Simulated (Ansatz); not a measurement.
# TiO2 (I4_1/amd): cell relaxations under several functionals in Python

The task is cell relaxations under several functionals, for TiO2 (I4_1/amd).

Computed with the Python package of Ansatz 0.2.0. The levels of theory stand in the script.

### 1 Starting point

It takes space group I4_1/amd (No. 141, tetragonal). Conventional cell: a = 3.784 Å, b = 3.784 Å, c = 9.515 Å, α = 90.00°, β = 90.00°, γ = 90.00°. Around Ti (site symmetry -4m2) lie 6 O at 1.93 to 1.98 Å. Around O (site symmetry 2mm) lie 3 Ti at 1.93 to 1.98 Å.

Input file tio2.extxyz:

```xyz
6
Lattice="-1.8921 1.8921 4.7573 1.8921 -1.8921 4.7573 1.8921 1.8921 -4.7573" Properties=species:S:1:pos:R:3 pbc="T T T"
Ti    0.00000000    0.00000000    0.00000000
Ti    0.00000000    1.89210000    2.37865000
O     0.00000000   -0.00000000    1.97998826
O     0.00000000    1.89210000    4.35863826
O     0.00000000    1.89210000    0.39866174
O    -0.00000000    0.00000000    7.53461174
```

### 2 Script

Input file lattice.py:

```python
"""Relaxed cell of TiO2 under several functionals."""

import warnings

import ansatz as az
import numpy as np

def edges_and_angles(cell):
    cell = np.asarray(cell)
    a, b, c = np.linalg.norm(cell, axis=1)
    cosines = cell[1] @ cell[2] / (b * c), cell[0] @ cell[2] / (a * c), cell[0] @ cell[1] / (a * b)
    return (a, b, c, *np.degrees(np.arccos(cosines)))

warnings.simplefilter("ignore", az.DeckWarning)

system = az.Crystal.from_extxyz("tio2.extxyz")

model = (
    system.calculation()
    .kpoints(8, 8, 8)
    .occupations("fixed")
    .relax(cell=True, max_steps=60)
)

levels = [("pbe", "none"), ("r2scan", "d4"), ("pbe", "d4")]
print("level            a       b       c    alpha   beta  gamma  V/atom  steps")
for name, dispersion in levels:
    seen = []
    run = model.functional(name, dispersion=dispersion).session().plan()
    result = run.execute(on_event=lambda e: seen.append(e) if e["event"] == "relax_step" else None)
    cell = result.lattice.cell_ang
    label = name if dispersion == "none" else f"{name}+{dispersion}"
    print("{:13s} {:7.4f} {:7.4f} {:7.4f} {:6.2f} {:6.2f} {:6.2f}".format(label, *edges_and_angles(cell)), f"{abs(np.linalg.det(cell)) / len(result.lattice.sites):7.3f} {len(seen):5d}")
```

### 3 What the engine is handed

The engine receives this input (first run):

```yaml
crystal:
  lattice:
    - [-1.8921, 1.8921, 4.7573]
    - [1.8921, -1.8921, 4.7573]
    - [1.8921, 1.8921, -4.7573]
  atoms:
    - { symbol: Ti, position: [0.0, 0.0, 0.0] }
    - { symbol: Ti, position: [0.75, 0.25, 0.5] }
    - { symbol: O, position: [0.2081, 0.2081, 0.0] }
    - { symbol: O, position: [0.9581000000000001, 0.45810000000000006, 0.5] }
    - { symbol: O, position: [0.5419, 0.0419, 0.5] }
    - { symbol: O, position: [0.7919, 0.7919, 0.0] }
kpoints:
  mp_grid:
    grid: [8, 8, 8]
hamiltonian:
  xc: pbe
  dispersion: none
scf:
  occupations:
    method: fixed
relax:
  max_steps: 60
  cell: {}
```

### 4 Running it

Command:

```sh
$ python lattice.py
```

**Question.** Rank the levels of theory by the volume of the relaxed cell.

**Answer**, as computed:

| quantity | value |
| --- | --- |
| runs compared | 3 |
| relaxed volume | 11.32 (r2scan d4) to 11.67 Å³/atom (pbe) |
| gap on the mesh | 2.16 (run 1) to 2.58 eV (run 2) |

From smallest to largest: r2SCAN+D4 (11.32 Å³ an atom, -0.3 % against the start), PBE+D4 (11.45 Å³ an atom, +0.8 % against the start) and PBE (11.67 Å³ an atom, +2.7 % against the start). The spread is 3.0 % in volume. In run 1, over 5 moves the cell grew by 2.7 % in volume, and the space group stayed I4_1/amd. In run 3, the volume grew by 0.8 % over 5 moves, and the space group stayed I4_1/amd. Spin is left out of this run. Edges and angles that the script prints are those of the cell as typed, here a primitive one.
